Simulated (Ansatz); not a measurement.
# BGeH6N: a ladder of functionals and wavefunction methods

An exercise on one series of results from a longer session: the logs are not shown, and one member is left open.

The runs use Ansatz 0.2.0, Gaussian basis; functionals in def2-TZVPP, the program's frozen cores in correlated methods.

Plan: LDA (SPW92), PBE-D4, revPBE-D4, BLYP-D4, r2SCAN-D4, B97M-V, PBE0-D4, B3LYP-D4, r2SCANh-D4, r2SCAN0-D4, HSE06-D4, BHLYP-D4, CAM-B3LYP-D4, LC-ωPBE, ωB97X-V, ωB97M-V, B2PLYP, PBE-QIDH; CCSD(T)/def2-SVP; CCSD(T)/def2-TZVPP; MP2/def2-QZVPP; extrapolation to the limit; RPA on PBE.

## Structure used throughout

An earlier PBE0-D4 in a triple-zeta def2 set relaxation fixed the geometry.

SMILES `B[NH][GeH3]`, 9 atoms, charge 0, spin multiplicity 1.

Atoms are counted from 1 here; the program's logs count them from 0.

Bond lengths: B1–N2 1.392 Å, B1–H4 1.199 Å, B1–H5 1.199 Å, N2–Ge3 1.854 Å, N2–H6 1.010 Å, Ge3–H7 1.538 Å, Ge3–H8 1.530 Å, Ge3–H9 1.538 Å. Angles: N2–B1–H4 119.2°, N2–B1–H5 119.6°, H4–B1–H5 121.2°, B1–N2–Ge3 126.2°, B1–N2–H6 117.9°, Ge3–N2–H6 115.9°, N2–Ge3–H7 109.1°, N2–Ge3–H8 106.5°, N2–Ge3–H9 109.1°, H7–Ge3–H8 111.5°, H7–Ge3–H9 109.1°, H8–Ge3–H9 111.5°.

The first run:

The input, in.yaml:

```yaml
crystal:
  periodic: [false, false, false]
  atoms:
    - {symbol: B, position_ang: [-0.873971, 0.629501, -1.162882]}
    - {symbol: N, position_ang: [-0.023269, 0.687116, -0.062719]}
    - {symbol: Ge, position_ang: [0.665233, -0.761366, 0.866593]}
    - {symbol: H, position_ang: [-1.217902, -0.440733, -1.580991]}
    - {symbol: H, position_ang: [-1.249076, 1.646977, -1.674772]}
    - {symbol: H, position_ang: [0.253898, 1.598358, 0.272535]}
    - {symbol: H, position_ang: [2.201550, -0.714807, 0.804862]}
    - {symbol: H, position_ang: [0.114881, -2.015244, 0.184571]}
    - {symbol: H, position_ang: [0.217255, -0.676002, 2.335705]}
basis:
  gaussian: {orbitals: def2-TZVPP}
hamiltonian: {xc: lda}
output: {orbitals: {seedname: orbitals}}
```

Among the steps run: LDA; PBE-D4 (GGA); revPBE-D4 (GGA); BLYP-D4 (GGA); r2SCAN-D4 (meta-GGA); B97M-V (meta-GGA); PBE0-D4 (hybrid); B3LYP-D4 (hybrid); r2SCANh-D4 (hybrid); r2SCAN0-D4 (hybrid); HSE06-D4 (hybrid); BHLYP-D4 (hybrid); CAM-B3LYP-D4 (range-separated); LC-ωPBE-D4 (range-separated; the results give it without D4); ωB97X-V (range-separated); ωB97M-V (range-separated); B2PLYP (double hybrid); PBE-QIDH (double hybrid).

One table of the session follows, with a row left open; its other results are not shown here.

It belongs to the step «Frontier levels by functional». 

```
  functional  HOMO (eV)  gap (eV)
 LDA (SPW92)      -7.22      6.07
      PBE-D4      -7.08      6.17
   revPBE-D4      -7.02      6.20
     BLYP-D4      -6.93      6.15
   r2SCAN-D4      -7.32      6.80
      B97M-V      -7.43      6.76
     PBE0-D4      -8.34      8.40
    B3LYP-D4      -8.10      7.93
  r2SCANh-D4          ?         ?
  r2SCAN0-D4      -8.52      8.81
    HSE06-D4      -7.94      7.62
    BHLYP-D4      -9.50     10.51
CAM-B3LYP-D4      -9.70     10.81
     LC-ωPBE     -11.11     13.39
     ωB97X-V     -10.73     12.90
     ωB97M-V     -10.63     12.52
```

**Question.** Estimate the row for r2SCANh-D4.

Worked estimate for «HOMO (eV)». Against the share of exact exchange, r2SCAN-D4 (0, -7.32), r2SCAN0-D4 (0.25, -8.52) give a slope of -4.80 per unit share; at 0.1 the line stands at -7.80.

As computed: HOMO (eV): -7.80; gap (eV): 7.61. In «HOMO (eV)» the line misses by 0.00.
